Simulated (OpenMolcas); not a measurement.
# GeH2Cl2O (SMILES [OH][GeH]([Cl])[Cl]): levels of theory compared

Aim: a comparison of 6 runs (HF/STO-3G, HF/3-21G, HF/cc-pVDZ, PBE/cc-pVDZ, B3LYP/6-31G*, CCSD(T)/cc-pVDZ) of GeH2Cl2O. 

The results are computed with OpenMolcas 26.06.

1 further run of the same task is left out (set aside as unsound or not needed).

### 1 The structure to begin with

The species is GeH2Cl2O (6 atoms), meant as a singlet with charge 0. As SMILES, `[OH][GeH]([Cl])[Cl]`. The Ge2–Cl3 distance was set to 3.206 Å, away from the relaxed value. At this shape a bond of the SMILES string is far longer than usual.

Bond lengths: O1–Ge2 1.752 Å, Ge2–Cl4 2.137 Å, O1–H5 0.961 Å, Ge2–H6 1.521 Å. Angles: O1–Ge2–Cl4 109.7°, O1–Ge2–H6 108.2°, Cl4–Ge2–H6 111.3°, Ge2–O1–H5 113.6°. A long bond or contact: Ge2–Cl3 3.206 Å.

### 2 The energy at HF/STO-3G (run 1)

File input.xyz:

```xyz
6

O     -1.167923     1.647890    -0.635599
Ge    -1.072323     0.208090     0.357501
Cl     1.948500    -0.862600     0.421700
Cl    -2.259323    -1.343710    -0.508799
H     -0.880523     1.508890    -1.542399
H     -1.560923     0.561790     1.754301
```

File job.inp:

```
>>> EXPORT MOLCAS_PRINT=2
&GATEWAY
BasLib
$CurrDir
Coord
input.xyz
Basis
STO-3G
Group
NoSym
&SEWARD
&SCF
Thresholds
1e-10 1e-07 1e-07 1e-05
PrOrbitals
1 1
```

The basis set STO-3G is read from a file made from the Basis Set Exchange's data (not shown).

On the command line:

```bash
$ export MOLCAS_MEM=1860
$ pymolcas job.inp > job.log
```

Standard output:

```text
--- Start Module: gateway ---
[...]
--- Stop Module: gateway /rc=_RC_ALL_IS_WELL_ ---
--- Start Module: seward ---
[...]
      Basis functions           43
--- Stop Module: seward /rc=_RC_ALL_IS_WELL_ ---
[...]
--- Start Module: scf ---
[...]
       Convergence after  14 Iterations
[...]
::    Total SCF energy                              -3035.8958775464
[...]
      Total spin, S                                     0.0000000000
[...]
      Total electronic charge=   76.000000
      Total            charge=   -0.000000
[...]
      Dipole Moment (debye):
      Origin of the operator (angstrom)=   -0.6875   -0.2059    0.0830
                   X= -4.3129E+00               Y=  3.1009E+00               Z= -7.8370E-02           Total=  5.3125E+00
      Quadrupole Moment (debye*angstrom):
[...]
--- Stop Module: scf /rc=_RC_ALL_IS_WELL_ ---
[...]
```

Wall time 2.9 s (1 thread of AMD EPYC 7R43 (Zen 3), shared host); peak memory 0.38 GiB.

### 3 A single-point energy at HF/3-21G (run 2)

File calc.inp:

```
&gateway
 baslib=$CurrDir
 coord
 6
 angstrom
 O       -1.167923       1.647890      -0.635599
 Ge      -1.072323       0.208090       0.357501
 Cl       1.948500      -0.862600       0.421700
 Cl      -2.259323      -1.343710      -0.508799
 H       -0.880523       1.508890      -1.542399
 H       -1.560923       0.561790       1.754301
 basis=3-21G
 group=NoSym

&seward

&scf
 thresholds=1e-10 1e-07 1e-07 1e-05
 prorbitals=1 2
```

The basis set 3-21G is read from a file made from the Basis Set Exchange's data (not shown).

On the command line:

```bash
$ export MOLCAS_MEM=1860
$ pymolcas calc.inp > calc.log
```

Standard output:

```text
--- Start Module: gateway ---
[...]
--- Stop Module: gateway /rc=_RC_ALL_IS_WELL_ ---
--- Start Module: seward ---
[...]
      Basis functions           61
--- Stop Module: seward /rc=_RC_ALL_IS_WELL_ ---
[...]
--- Start Module: scf ---
[...]
       Convergence after  16 Iterations
[...]
::    Total SCF energy                              -3055.5744241409
[...]
      Total spin, S                                     0.0000000000
[...]
      Total electronic charge=   76.000000
      Total            charge=   -0.000000
[...]
      Dipole Moment (debye):
      Origin of the operator (angstrom)=   -0.6875   -0.2059    0.0830
                   X= -5.0440E+00               Y=  2.8086E+00               Z= -2.2909E-01           Total=  5.7778E+00
      Quadrupole Moment (debye*angstrom):
[...]
--- Stop Module: scf /rc=_RC_ALL_IS_WELL_ ---
[...]
```

Wall time 4.8 s (1 thread of AMD EPYC 7R43 (Zen 3), shared host); peak memory 0.4 GiB.

Runs 3 to 5 aren't shown in full; the table further down has their settings and results.

### 4 The energy at CCSD(T)/cc-pVDZ (run 6)

File run.inp:

```
* Cl2GeH2O CCSD(T)
&GATEWAY
BasLib=$CurrDir
Coord
6
angstrom
O       -1.167923       1.647890      -0.635599
Ge      -1.072323       0.208090       0.357501
Cl       1.948500      -0.862600       0.421700
Cl      -2.259323      -1.343710      -0.508799
H       -0.880523       1.508890      -1.542399
H       -1.560923       0.561790       1.754301
Basis=cc-pVDZ
Group=NoSym
&SEWARD
&SCF
Thresholds=1e-10 1e-07 1e-07 1e-05
PrOrbitals=0
&RASSCF
FileOrb=$Project.ScfOrb
Spin=1
Nactel=0 0 0
Inactive=38
Ras2=0
OutOrbitals=Canonical
OrbListing=Few
&MOTRA
JobIph
Frozen=20
&CCSDT
CCT
Triples=2
Iterations=80
Accuracy=1e-08
Extrapolation=5 4
```

The basis set cc-pVDZ is read from a file made from the Basis Set Exchange's data (not shown).

On the command line:

```bash
$ export MOLCAS_MEM=1860
$ pymolcas run.inp > run.log
```

Standard output:

```text
--- Start Module: gateway ---
[...]
--- Stop Module: gateway /rc=_RC_ALL_IS_WELL_ ---
[...]
      Basis functions           87
[...]
       Convergence after  18 Iterations
[...]
::    Total SCF energy                              -3070.3792196002
[...]
      Total spin, S                                     0.0000000000
[...]
      Number of active orbitals                  0
[...]
      Spin quantum number                      0.0
[...]
      Active orbitals                            0
[...]
      Number of CSFs                             1
[...]
      Number of root(s) required                 1
[...]
      Convergence after  4 iterations
[...]
      Natural orbitals and occupation numbers for root  1
      ************************************************************************************************************************
      *                                                    Final results                                                     *
      ************************************************************************************************************************
[...]
::    RASSCF root number  1 Total energy:  -3070.37921960
[...]
      Total electronic charge=   76.000000
      Total            charge=   -0.000000
[...]
      Dipole Moment (debye):
      Origin of the operator (angstrom)=   -0.6875   -0.2059    0.0830
                   X= -5.6287E+00               Y=  2.2989E+00               Z= -3.6891E-01           Total=  6.0912E+00
      Quadrupole Moment (debye*angstrom):
[...]
--- Start Module: motra ---
[...]
      *** WARNING: Default frozen orbitals is overwritten by user input.
      *** Default values:  25
[...]
--- Stop Module: motra /rc=_RC_ALL_IS_WELL_ ---
[...]
--- Start Module: ccsdt ---
[...]
      Convergence after                    24  Iterations
      Total energy (diff) :   -3070.98907277      -0.00000000
[...]
 METHOD                       : CCSD+T(CCSD)+<T3(1)WT1> = CCSD(T)
[...]
       CCSD     =     -3070.9890727724487
[...]
--- Stop Module: ccsdt /rc=_RC_ALL_IS_WELL_ ---
[...]
```

It took 78 s on 1 thread of AMD EPYC 7R43 (Zen 3), shared host; peak memory 0.48 GiB.

### 5 The series

```csv
run,level,integration grid,Cartesian functions,energy (Eh),dipole moment (D) of the reference,HOMO energy (eV),LUMO energy (eV),wall time
1,HF/STO-3G,–,no,-3035.895878,5.31,-7.52,0.86,2.9 s
2,HF/3-21G,–,no,-3055.574424,5.78,-10.60,-1.72,4.8 s
3,HF/cc-pVDZ,–,no,-3070.379220,6.09,-10.42,-1.36,11 s
4,PBE/cc-pVDZ,UltraFine,no,-3073.061549,4.79,-6.07,-4.92,33 s
5,B3LYP/6-31G* (Cartesian functions),UltraFine,yes,-3073.601320,4.98,-7.32,-4.62,33 s
6,CCSD(T)/cc-pVDZ,–,no,-3071.007606,6.09,-10.42,-1.36,78 s
```

### 6 Summary of results

| quantity | value |
| --- | --- |
| run 6: total energy | -3071.00761 Eh |
| run 6: dipole moment (mean-field density) | 6.09 D |
| run 6: HOMO energy (Hartree–Fock orbitals) | -10.42 eV |
| run 6: LUMO energy (Hartree–Fock orbitals) | -1.36 eV |
| run 6: HOMO–LUMO gap (Hartree–Fock orbitals) | 9.06 eV |
| run 6: correlation energy (20 core orbitals frozen) | -628.4 mEh |
| run 6: (T) correction | -18.53 mEh |

Over runs 1, 2, 3, 4, 5 the dipole moment (its size) runs from 4.79 D (PBE/cc-pVDZ) to 6.09 D (HF/cc-pVDZ). Over runs 1, 2, 3, 4, 5 the HOMO–LUMO gap runs from 1.14 eV (PBE/cc-pVDZ) to 9.06 eV (HF/cc-pVDZ). Exact exchange widens orbital gaps. Totals of different functionals can't be ranked against each other. In run 1 the basis is minimal, so the values are rough. All runs together took 2.7 min, the longest 78 s.
